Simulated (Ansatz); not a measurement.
This script makes relaxations under a series of pressures of GaGe3, space group Fm-3m with Ansatz 0.2.0 through its Python package.

`compress.py`:
```python
'''Volume and enthalpy of GaGe3 against pressure.'''

import ansatz as az
import numpy as np
import pandas as pd

def edges_and_angles(cell):
    cell = np.asarray(cell)
    a, b, c = np.linalg.norm(cell, axis=1)
    cosines = cell[1] @ cell[2] / (b * c), cell[0] @ cell[2] / (a * c), cell[0] @ cell[1] / (a * b)
    return (a, b, c, *np.degrees(np.arccos(cosines)))

lattice = az.Lattice.of(
    (0.0, 3.387167, 3.387167),
    (3.387167, 0.0, 3.387167),
    (3.387167, 3.387167, 0.0),
)
sites = [
    ('Ga', (0.0, 0.0, 0.0)),
    ('Ge', (0.25, 0.25, 0.25)),
    ('Ge', (0.75, 0.75, 0.75)),
    ('Ge', (0.5, 0.5, 0.5)),
]
gage3 = az.Crystal(lattice=lattice)
for symbol, position in sites:
    gage3 = gage3.atom(symbol, position)

model = (
    gage3.calculation()
    .functional(az.Functional.PBE)
    .pseudopotentials('paw')
    .kpoints(density=3.1)
    .occupations('cold')
    .scf(tolerance=1e-09)
)

# H = F + PV, with 1 GPa A^3 = 1/160.21766 eV
rows = []
for pressure in [-2, 0, 2, 5, 10]:
    res = model.relax(cell=True, pressure=pressure).run(threads=1, pin='off')
    cell = res.lattice.cell_ang
    n_atoms = len(res.lattice.sites)
    volume = abs(np.linalg.det(cell)) / n_atoms
    enthalpy = res.report['free_energy_ev'] / n_atoms + pressure * volume / 160.21766
    rows.append((pressure, volume, enthalpy, *edges_and_angles(cell)))
    print(f'{pressure} GPa done: {volume:.4f} A^3/atom')

table = pd.DataFrame(rows, columns=['P_GPa', 'V_A3_atom', 'H_eV_atom', 'a', 'b', 'c', 'alpha', 'beta', 'gamma'])
print(table.round(4).to_string(index=False))
p, v = np.array([row[0] for row in rows], float), np.array([row[1] for row in rows])
print('mean bulk modulus between rows (GPa):', np.round(-np.diff(p) / np.diff(np.log(v)), 1))
```

From its runs, with one value withheld:

| P (GPa) | relaxed V (Å³/atom) |
| --- | --- |
| -2 | 19.430 |
| 0 | ? |
| 2 | 18.192 |
| 5 | 17.517 |
| 10 | 16.669 |

What volume does the cell relax to at 0 GPa?

Murnaghan's form V = V0 (1 + B' P / B0)^(-1/B') through the 4 rows shown gives V0 = 18.746 Å³, B0 = 61.3 GPa and B' = 5.32, and so 18.746 Å³ an atom at 0 GPa. The run gave 18.739 Å³, 0.04 % away.

At a fixed pressure a relaxation lowers the enthalpy F + PV, while F alone can rise. The mesh is modest for a metal, so energies can be off by several to tens of meV an atom and pressures by half a GPa or more; differences at equal mesh fare better. The program warned that this SCF threshold is loose for forces or stresses. The structure comes from a database of computed cells and needn't be a stable or known phase. Symmetry holds the cell in this phase, whether or not it is the stable one at each pressure. Finished in 43 s on 1 thread of Arm Neoverse V1, on a shared host, peak memory 0.49 GiB.
